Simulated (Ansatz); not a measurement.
**BiIr (zincblende): how the settings move a single-point run**

Aim: see which settings change the result for BiIr (zincblende), by how much, and at what cost.

Method: reference: DFT PBE, scalar-relativistic, plane waves, PAW, unless a step's input says otherwise, in Ansatz 0.2.0.

3 further runs of the same task are left out: 1 that didn't finish, 2 set aside as unsound or not needed. Runs told in other sessions of the task aren't counted.

## 1. The starting structure

Symmetry: F-43m, No. 216, cubic system. The conventional cell has a = 6.135 Å, b = 6.135 Å, c = 6.135 Å, α = 90.00°, β = 90.00°, γ = 90.00°. Ir (site symmetry -43m) is surrounded by 4 Bi at 2.66 Å. Around Bi (site symmetry -43m) lie 4 Ir at 2.66 Å.

Structure file:

```
Ir Bi
1.0
     0.00000    3.06748    3.06748
     3.06748    0.00000    3.06748
     3.06748    3.06748    0.00000
Ir Bi
1 1
Direct
  0.00000 0.00000 0.00000
  0.25000 0.25000 0.25000
```

## 2. Reference

input.yaml

```yaml
crystal:
  lattice:
    - [0.0, 3.0674769725, 3.0674769725]
    - [3.0674769725, 0.0, 3.0674769725]
    - [3.0674769725, 3.0674769725, 0.0]
  atoms:
    - { symbol: Ir, position: [0.0, 0.0, 0.0] }
    - { symbol: Bi, position: [0.25, 0.25, 0.25] }
basis:
  ecutwfc: 420
  ecutrho_ratio: 4
kpoints:
  mp_grid: { grid: [10, 10, 10] }
hamiltonian:
  xc: pbe
scf:
  occupations: { method: gaussian, width: 0.05 }
output:
  forces: true
  stress: true
  eigenvalues: true
```

The run is started by

```bash
ansatz run input.yaml --threads 2 --pin off --max-ram 2662MiB --backend cpu --events-out ev --progress --plain --runs-dir out
```

## 3. Changing settings: xc lda, hubbard.sites [{species: Ir, l: d, u_eff: 2.0}], hubbard.double_counting amf

Changes to input.yaml since step 2:

```diff
@@ -14,3 +14,4 @@
 hamiltonian:
-  xc: pbe
+  xc: lda
+  hubbard: { sites: [{ species: Ir, l: d, u_eff: 2.0 }], double_counting: amf }
 scf:
@@ -20,2 +21 @@
   stress: true
-  eigenvalues: true
```

## 4. Changing settings: basis.precision f64, dispersion d3bj, eigensolver.kind davidson

Changes to input.yaml since step 2:

```diff
@@ -11,2 +11,3 @@
   ecutrho_ratio: 4
+  precision: f64
 kpoints:
@@ -15,4 +16,6 @@
   xc: pbe
+  dispersion: d3bj
 scf:
   occupations: { method: gaussian, width: 0.05 }
+  eigensolver: { kind: davidson }
 output:
@@ -20,2 +23 @@
   stress: true
-  eigenvalues: true
```

## 5. Variant: ecutwfc 51.4 Ry

Changes to input.yaml since step 2:

```diff
@@ -9,3 +9,3 @@
 basis:
-  ecutwfc: 420
+  ecutwfc: "51.4 Ry"
   ecutrho_ratio: 4
@@ -20,2 +20 @@
   stress: true
-  eigenvalues: true
```

## 6. Variant: ecutwfc 36.7 Ry, mp_grid.grid [15, 15, 15]

Changes to input.yaml since step 2:

```diff
@@ -9,6 +9,6 @@
 basis:
-  ecutwfc: 420
+  ecutwfc: "36.7 Ry"
   ecutrho_ratio: 4
 kpoints:
-  mp_grid: { grid: [10, 10, 10] }
+  mp_grid: { grid: [15, 15, 15] }
 hamiltonian:
@@ -20,2 +20 @@
   stress: true
-  eigenvalues: true
```

## 7. Changing settings: hubbard.sites [{species: Ir, l: d, u_eff: 8.0}], hubbard.double_counting fll, mixing.algorithm broyden, mixing.beta 0.1, mixing.ndim 8, dr2_threshold 1.0e-05

Changes to input.yaml since step 2:

```diff
@@ -15,4 +15,7 @@
   xc: pbe
+  hubbard: { sites: [{ species: Ir, l: d, u_eff: 8.0 }], double_counting: fll }
 scf:
   occupations: { method: gaussian, width: 0.05 }
+  mixing: { algorithm: broyden, beta: 0.1, ndim: 8 }
+  convergence: { dr2_threshold: 1.0e-05 }
 output:
@@ -20,2 +23 @@
   stress: true
-  eigenvalues: true
```

Before running it: what results should come out? Wanted: for each run, ending; energy change; pressure; gap; force.

As calculated:

| run | ending | energy change | pressure (GPa) | gap (eV) | force (eV/Å) | cycles | time |
| --- | --- | --- | --- | --- | --- | --- | --- |
| reference | converged | 0 | 0.0 | 0.00 | 0.00 | 6 | 2 s |
| 1: xc lda, hubbard.sites [{species: Ir, l: d, u_eff: 2.0}], hubbard.double_counting amf | converged | not comparable | -5.6 | 0.00 | 0.00 | 8 | 3.1 s |
| 2: basis.precision f64, dispersion d3bj, eigensolver.kind davidson | converged | -451.6 meV/atom (offset of the dispersion model) | -2.6 | 0.00 | 0.00 | 6 | 2.7 s |
| 3: ecutwfc 51.4 Ry | converged | -2.5 meV/atom | 0.0 | 0.00 | 0.00 | 6 | 4 s |
| 4: ecutwfc 36.7 Ry, mp_grid.grid [15, 15, 15] | converged | -2.0 meV/atom | -0.1 | 0.00 | 0.00 | 6 | 7.3 s |
| 5: hubbard.sites [{species: Ir, l: d, u_eff: 8.0}], hubbard.double_counting fll, mixing.algorithm broyden, mixing.beta 0.1, mixing.ndim 8, dr2_threshold 1.0e-05 | converged | +2.50 eV/atom (Hubbard term changed: no physical gain or loss) | -1.4 | 0.00 | 0.00 | 11 | 3.6 s |

Residual by cycle in the longest SCF loop of each run; runs are numbered as in the table. The quantity is the density residual dr2, in eV.

| cycle | reference | run 1 | run 2 | run 3 | run 4 | run 5 |
| --- | --- | --- | --- | --- | --- | --- |
| 1 | 0.00829 | 2.15 | 0.00794 | 0.00821 | 0.00719 | 5.92 |
| 2 | 0.00648 | 4.24 | 0.00539 | 0.00589 | 0.00101 | 4.58 |
| 3 | 9.2e-5 | 0.108 | 8.5e-5 | 9.6e-5 | 7.1e-5 | 0.132 |
| 4 | 2.0e-6 | 7.6e-4 | 1.5e-6 | 1.7e-6 | 2.5e-6 | 0.0667 |
| 5 | 9.2e-8 | 8.4e-5 | 1.4e-7 | 7.8e-8 | 8.6e-8 | 0.00496 |
| 6 | 8.1e-9 | 5.7e-6 | 5.8e-9 | 8.5e-9 | 1.3e-8 | 0.00121 |
| 7 | - | 2.2e-7 | - | - | - | 9.9e-4 |
| 8 | - | 1.3e-8 | - | - | - | 1.6e-4 |
| 9 | - | - | - | - | - | 2.9e-4 |
| 10 | - | - | - | - | - | 5.7e-6 |
| 11 | - | - | - | - | - | 5.6e-6 |

Of the converged runs whose energies compare with the reference's, «ecutwfc 51.4 Ry» moves the energy most (-2.5 meV/atom). A changed U is a change of model: its shifts are not errors of convergence. Of the variants the dearest is «ecutwfc 36.7 Ry, mp_grid.grid [15, 15, 15]» (7.3 s), the cheapest «basis.precision f64, dispersion d3bj, eigensolver.kind davidson» (2.7 s), on a shared host.
